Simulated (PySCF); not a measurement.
**C2H6FNOSi (SMILES C=C[Si](N)(O)F) at 6 levels**

We compute a comparison of 6 runs (HF/3-21G, B3LYP/6-31G*, B3LYP/6-311G**, MP2/6-31G, MP2/6-311+G**) of C2H6FNOSi. 

The results are computed with PySCF 2.14.0.

## 1. The system as given

C2H6FNOSi: 12 atoms, total charge 0, spin state singlet. As SMILES, `C=C[Si](N)(O)F`. The shape is that of a PBE0-D4/def2-TZVP optimisation. This is one conformer, not always the lowest.

Bond lengths: C1–C2 1.331 Å, C2–Si3 1.847 Å, Si3–N4 1.700 Å, Si3–O5 1.636 Å, Si3–F6 1.596 Å, C1–H7 1.087 Å, C1–H8 1.086 Å, C2–H9 1.089 Å, N4–H10 1.008 Å, N4–H11 1.007 Å, O5–H12 0.958 Å. Some angles: C1–C2–Si3 123.4°, C2–Si3–N4 109.3°, C2–Si3–O5 114.8°, C2–Si3–F6 106.9°, N4–Si3–O5 109.2°, N4–Si3–F6 114.1°, O5–Si3–F6 102.7°, C1–C2–H9 118.2°, Si3–C2–H9 118.5°, C2–C1–H7 122.3°.

## 2. Energy and gradient at HF/3-21G (run 1)

run.py reads:

```python
from pyscf import gto, scf

mol = gto.M(
    atom=[
    ('C', (-0.233200, 1.783400, -0.671000)),
    ('C', (-0.713500, 1.005800, 0.296800)),
    ('Si', (-0.131200, -0.721300, 0.596100)),
    ('N', (1.406100, -0.924200, -0.100100)),
    ('O', (-1.132100, -1.888600, 0.038000)),
    ('F', (-0.166900, -0.955100, 2.174100)),
    ('H', (-0.596500, 2.793900, -0.837000)),
    ('H', (0.547700, 1.436800, -1.342200)),
    ('H', (-1.499300, 1.406400, 0.935400)),
    ('H', (1.776100, -1.851900, -0.233000)),
    ('H', (2.141700, -0.259700, 0.077600)),
    ('H', (-1.321800, -1.880700, -0.900800)),
],
    max_memory=1860,
    basis='3-21g',
    verbose=4,
)

mf = scf.RHF(mol)
mf.conv_tol = 1e-10
mf.kernel()
if not mf.converged:
    mf = mf.newton().run(mf.mo_coeff, mf.mo_occ)

energy = mf.e_tot
print('Final energy', energy)
grad = mf.nuc_grad_method().kernel()
mf.analyze()
```

Launch:

```bash
$ OMP_NUM_THREADS=1 python run.py
```

Output:

```text
PySCF version 2.14.0

[... 87 lines left out ...]
DFT Exchange-Correlation Energy =      -57.920233463591671
[... 15 lines left out ...]
MO #14  energy= -1.04880597711598  occ= 2
[... 13 lines left out ...]
MO #28  energy= -0.395464240982445 occ= 2
[... 13 lines left out ...]
MO #42  energy= 0.609429822832678  occ= 0
[... 13 lines left out ...]
MO #56  energy= 1.47029627777431   occ= 0
[... 13 lines left out ...]
MO #70  energy= 3.95757174908774   occ= 0
[... 85 lines left out ...]
Dipole moment(X, Y, Z, Debye):  1.68934,  1.64291, -3.20735
```

Wall time 5.1 s (1 thread of Intel Xeon at 2.50GHz (Skylake/Cascade Lake), shared host); peak memory 0.14 GiB.

## 3. Energy and forces at B3LYP/6-31G(d) (spherical functions) (run 2)

run.py reads:

```python
import pyscf.grad
from pyscf import gto, dft

system = gto.Mole()
system.atom = '''
C       -0.233200       1.783400      -0.671000
C       -0.713500       1.005800       0.296800
Si      -0.131200      -0.721300       0.596100
N        1.406100      -0.924200      -0.100100
O       -1.132100      -1.888600       0.038000
F       -0.166900      -0.955100       2.174100
H       -0.596500       2.793900      -0.837000
H        0.547700       1.436800      -1.342200
H       -1.499300       1.406400       0.935400
H        1.776100      -1.851900      -0.233000
H        2.141700      -0.259700       0.077600
H       -1.321800      -1.880700      -0.900800
'''
system.basis = '6-31g*'
system.max_memory = 1860
system.spin = 0
system.verbose = 4
system.build()

myscf = dft.RKS(system)
myscf.xc = 'b3lyp'
myscf.grids.level = 5
myscf.conv_tol = 1e-10
myscf.kernel()
if not myscf.converged:
    myscf = myscf.newton().run(myscf.mo_coeff, myscf.mo_occ)

e_tot = myscf.e_tot
print('Final energy', e_tot)
grad = myscf.Gradients().kernel()
myscf.analyze()
```

Launch:

```bash
$ OMP_NUM_THREADS=1 python run.py
```

Output:

```text
PySCF version 2.14.0

[... 109 lines left out ...]
MO #5   energy= -10.1903900205603  occ= 2
[... 18 lines left out ...]
MO #24  energy= -0.367625664218335 occ= 2
[... 18 lines left out ...]
MO #43  energy= 0.372821710330307  occ= 0
[... 18 lines left out ...]
MO #62  energy= 0.97221961513255   occ= 0
[... 18 lines left out ...]
MO #81  energy= 1.84334192815609   occ= 0
[... 18 lines left out ...]
MO #100 energy= 2.96270663505445   occ= 0
[... 115 lines left out ...]
Dipole moment(X, Y, Z, Debye):  1.35776,  0.94097, -2.53991
```

Run time: 85 s. Hardware: 1 thread of Intel Xeon at 2.50GHz (Skylake/Cascade Lake), shared host; peak memory 1 GiB.

## 4. Energy and forces at B3LYP/6-31G(d) (Cartesian functions) (run 3)

calc.py reads:

```python
from pyscf import gto, dft

mol = gto.M(
    atom=[
    ('C', (-0.233200, 1.783400, -0.671000)),
    ('C', (-0.713500, 1.005800, 0.296800)),
    ('Si', (-0.131200, -0.721300, 0.596100)),
    ('N', (1.406100, -0.924200, -0.100100)),
    ('O', (-1.132100, -1.888600, 0.038000)),
    ('F', (-0.166900, -0.955100, 2.174100)),
    ('H', (-0.596500, 2.793900, -0.837000)),
    ('H', (0.547700, 1.436800, -1.342200)),
    ('H', (-1.499300, 1.406400, 0.935400)),
    ('H', (1.776100, -1.851900, -0.233000)),
    ('H', (2.141700, -0.259700, 0.077600)),
    ('H', (-1.321800, -1.880700, -0.900800)),
],
    cart=True,
    basis='6-31g*',
    charge=0,
    verbose=4,
    max_memory=1860,
)

mf = dft.RKS(mol, xc='b3lyp')
mf.conv_tol = 1e-10
mf.grids.level = 5
mf.kernel()
if not mf.converged:
    mf = mf.newton().run(mf.mo_coeff, mf.mo_occ)

etot = mf.e_tot
print('E = %.10f Eh' % etot)
grad = mf.nuc_grad_method().kernel()
dip = mf.dip_moment()
pop, q = mf.mulliken_pop()
```

Launch:

```bash
$ OMP_NUM_THREADS=1 python calc.py
```

Output:

```text
PySCF version 2.14.0

[... 83 lines left out ...]
converged SCF energy = -599.251870851404
[... 13 lines left out ...]
Dipole moment(X, Y, Z, Debye):  1.36113,  0.94778, -2.54145
[... 119 lines left out ...]
charge of   11H =      0.42171
```

It took 78 s on 1 thread of Intel Xeon at 2.50GHz (Skylake/Cascade Lake), shared host; peak memory 1.1 GiB.

Runs 4 to 5 aren't shown in full; the table further down has their settings and results.

## 5. Energy and gradient at MP2/6-311+G(d,p) (run 6)

job.py reads:

```python
# C=C[Si](N)(O)F
import pyscf.grad
from pyscf import gto, scf, mp

mol = gto.M(
    atom=[
    ('C', (-0.233200, 1.783400, -0.671000)),
    ('C', (-0.713500, 1.005800, 0.296800)),
    ('Si', (-0.131200, -0.721300, 0.596100)),
    ('N', (1.406100, -0.924200, -0.100100)),
    ('O', (-1.132100, -1.888600, 0.038000)),
    ('F', (-0.166900, -0.955100, 2.174100)),
    ('H', (-0.596500, 2.793900, -0.837000)),
    ('H', (0.547700, 1.436800, -1.342200)),
    ('H', (-1.499300, 1.406400, 0.935400)),
    ('H', (1.776100, -1.851900, -0.233000)),
    ('H', (2.141700, -0.259700, 0.077600)),
    ('H', (-1.321800, -1.880700, -0.900800)),
],
    verbose=3,
    charge=0,
    basis='6-311+g**',
    max_memory=1860,
)

mf = scf.RHF(mol)
mf.conv_tol = 1e-10
mf.kernel()
if not mf.converged:
    mf = mf.newton().run(mf.mo_coeff, mf.mo_occ)

pt = mp.MP2(mf, frozen=10).run()
e_tot = pt.e_tot
print('E(%s) = %.9f' % ('MP2', e_tot))
grad = pt.Gradients().kernel()
dip = mf.dip_moment()
pop, q = mf.mulliken_pop()
```

Launch:

```bash
$ OMP_NUM_THREADS=1 python job.py
```

Output:

```text
converged SCF energy = -597.152797687508
[... 11 lines left out ...]
Dipole moment(X, Y, Z, Debye):  1.41878,  1.39011, -2.92046
[... 189 lines left out ...]
charge of   11H =      0.28157
```

Wall time 3.9 min (1 thread of Intel Xeon at 2.50GHz (Skylake/Cascade Lake), shared host); peak memory 1.9 GiB.

## 6. Overview of the runs

```
run                               level  integration grid  Cartesian functions  energy (Eh)  dipole moment (D) of the reference  HOMO energy (eV)  LUMO energy (eV)  wall time
  1                            HF/3-21G                 –                   no  -593.843935                                3.98            -10.76              3.74      5.1 s
  2  B3LYP/6-31G* (spherical functions)                 5                   no  -599.244416                                3.03             -7.32             -0.31       85 s
  3  B3LYP/6-31G* (Cartesian functions)                 5                  yes  -599.251871                                3.03             -7.32             -0.31       78 s
  4                      B3LYP/6-311G**                 5                   no  -599.385784                                3.19             -7.61             -0.69    2.2 min
  5                           MP2/6-31G                 –                   no  -597.433014                                4.51            -10.86              3.35       38 s
  6                       MP2/6-311+G**                 –                   no  -598.119401                                3.53            -10.71              1.39    3.9 min
```

## 7. Outcome

| quantity | value |
| --- | --- |
| run 6: total energy | -598.11940 Eh |
| run 6: dipole moment (Hartree–Fock density) | 3.53 D |
| run 6: HOMO energy (Hartree–Fock orbitals) | -10.71 eV |
| run 6: LUMO energy (Hartree–Fock orbitals) | 1.39 eV |
| run 6: HOMO–LUMO gap (Hartree–Fock orbitals) | 12.10 eV |
| run 6: correlation energy (10 core orbitals frozen) | -966.6 mEh |
| run 6: largest force on an atom | 0.951 eV/Å |

What this shows: Over runs 1, 2, 3, 4 the dipole moment (its size) runs from 3.03 D (B3LYP/6-31G*) to 3.98 D (HF/3-21G). The two ends differ in method and basis. Over runs 1, 2, 3, 4 the HOMO–LUMO gap runs from 6.92 eV (B3LYP/6-311G**) to 14.50 eV (HF/3-21G). All runs together took 9.6 min, the longest 3.9 min.
